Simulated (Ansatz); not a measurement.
# MgB2: a phonon run

Aim: a sound phonon run of MgB2. The structure is shown as the input types it.

Method: Kohn-Sham DFT, with the functional, basis and potentials that each input names, in Ansatz 0.2.0.

1 further run of the same task is left out (set aside as unsound or not needed).

**1. The starting structure**

It takes space group P6/mmm (No. 191, hexagonal). The conventional cell has a = 3.025 Å, b = 3.025 Å, c = 3.427 Å, α = 90.00°, β = 90.00°, γ = 120.00°. Mg (site symmetry 6/mmm) has 12 B at 2.45 Å as nearest neighbours. B (site symmetry -6m2) has 3 B at 1.75 Å and 6 Mg at 2.45 Å as nearest neighbours.

As a file:

```xyz
3
Lattice="3.0245 0.0000 0.0000 -1.5123 2.6193 0.0000 0.0000 0.0000 3.4269" Properties=species:S:1:pos:R:3 pbc="T T T"
Mg    0.0000    0.0000    0.0000
B     0.0000    1.7462    1.7134
B     1.5123    0.8731    1.7134
```

**2. Input and run**

Contents of input.yaml:

```yaml
crystal:
  lattice:
    - [3.02451599732, 0.0, 0.0]
    - [-1.51225799866, 2.61930768783, 0.0]
    - [0.0, 0.0, 3.42686398243]
  atoms:
    - { symbol: Mg, position: [0.0, 0.0, 0.0] }
    - { symbol: B, position: [0.333333333333, 0.666666666667, 0.5] }
    - { symbol: B, position: [0.666666666667, 0.333333333333, 0.5] }
kpoints:
  mp_grid: { grid: [10, 10, 8] }
scf:
  occupations: { method: fermi_dirac, width: 0.1 }
  max_iter: 50
hamiltonian:
  xc: lda+u
  pseudopotentials: { kind: all_electron, lapw: { basis_error: 0.001 } }
phonons:
  qmesh: [2, 2, 2]
  qpath:
    path:
      - [0.0, 0.0, 0.0]
      - [0.5, 0.0, 0.0]
      - [0.3333333333, 0.3333333333, 0.0]
      - [0.0, 0.0, 0.0]
      - [0.0, 0.0, 0.5]
      - [0.5, 0.0, 0.5]
      - [0.3333333333, 0.3333333333, 0.5]
      - [0.0, 0.0, 0.5]
      - [0.5, 0.0, 0.5]
    npoints: 6
  temperatures: { t_min: 0, t_max: 1000, t_step: 100 }
```

Launch:

```bash
$ ansatz run input.yaml --threads 2 --pin off --max-ram 6144MiB --backend cpu --events-out ev --progress --plain --runs-dir out
```

What happens when this is run?

The program refused the input before any cycle. Its message: «line 16 column 7: hamiltonian.xc: unknown variant `lda+u`, expected one of `lda`, `lda-pw`, `pw92`, `pbe`, `pbesol`, `rpbe`, `revpbe`, `blyp`, ...»

Look at the input: hamiltonian.xc is lda+u. No functional of that name is defined in this program.

What to do: set hamiltonian.xc to lda. Any name on the list would pass the check; a listed functional of a like name need not be the same functional.
